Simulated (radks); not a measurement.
**The series with 13 electrons, Al to Zr²⁷⁺**

The task here is to estimate one member of a computed series from the others.

Method: scalar-relativistic Kohn-Sham, PBE, spin-polarised, spherical densities, point nucleus; open shells are filled with parallel spins first. Code: radks (a radial shooting solver on a logarithmic mesh, Libxc functionals) version 1.

## The atom as given

```
electrons     : 13
ions          : Al, S³⁺, K⁶⁺, Ti⁹⁺, Mn¹²⁺, Ni¹⁵⁺, Ga¹⁸⁺, Se²¹⁺, Rb²⁴⁺, Zr²⁷⁺
configuration : NIST ground configuration of each
```

The first run:

Settings of this run:

```text
Z 13
configuration [Ne] 3s2 3p1
relativity scalar-relativistic
functional pbe,pbe
spin polarised
nucleus point
c 137.035999084
```

Steps of the session up to this table: Al, [Ne] 3s2 3p1; S³⁺, [Ne] 3s2 3p1; K⁶⁺, [Ne] 3s2 3p1; Ti⁹⁺, [Ne] 3s2 3p1; Mn¹²⁺, [Ne] 3s2 3p1; Ni¹⁵⁺, [Ne] 3s2 3p1; Ga¹⁸⁺, [Ne] 3s2 3p1; Se²¹⁺, [Ne] 3s2 3p1; Rb²⁴⁺, [Ne] 3s2 3p1; Zr²⁷⁺, [Ne] 3s2 3p1.

One of the session's tables, all rows but one given; the rest of the session is left out.

| ion | E (hartree) | ε(2p down) (eV) | ε(3s up) (eV) | ε(3s down) (eV) | ε(3p up) (eV) |
| --- | --- | --- | --- | --- | --- |
| Al | -242.69177 | -69.522 | -8.046 | -7.282 | -3.010 |
| S³⁺ | -396.55850 | -198.14 | -52.985 | -51.298 | -40.992 |
| K⁶⁺ | -590.18003 | -391.03 | -127.49 | -125.04 | -108.62 |
| Ti⁹⁺ | ? | ? | ? | ? | ? |
| Mn¹²⁺ | -1097.44565 | -964.26 | -361.23 | -357.35 | -327.95 |
| Ni¹⁵⁺ | -1411.73503 | -1344.5 | -520.41 | -515.83 | -479.30 |
| Ga¹⁸⁺ | -1767.00920 | -1787.3 | -708.06 | -702.79 | -658.48 |
| Se²¹⁺ | -2163.76028 | -2293.2 | -924.48 | -918.51 | -865.61 |
| Rb²⁴⁺ | -2602.54750 | -2862.5 | -1170.0 | -1163.4 | -1100.8 |
| Zr²⁷⁺ | -3084.00045 | -3495.6 | -1445.2 | -1437.8 | -1364.3 |

Q: Estimate the row for Ti⁹⁺ from the others.

The run gave: E (hartree): -823.71416; ε(2p down) (eV): -646.49; ε(3s up) (eV): -230.29; ε(3s down) (eV): -227.12; ε(3p up) (eV): -204.38. In the column «E (hartree)» it lies between Mn¹²⁺ (-1097.44565) and K⁶⁺ (-590.18003).
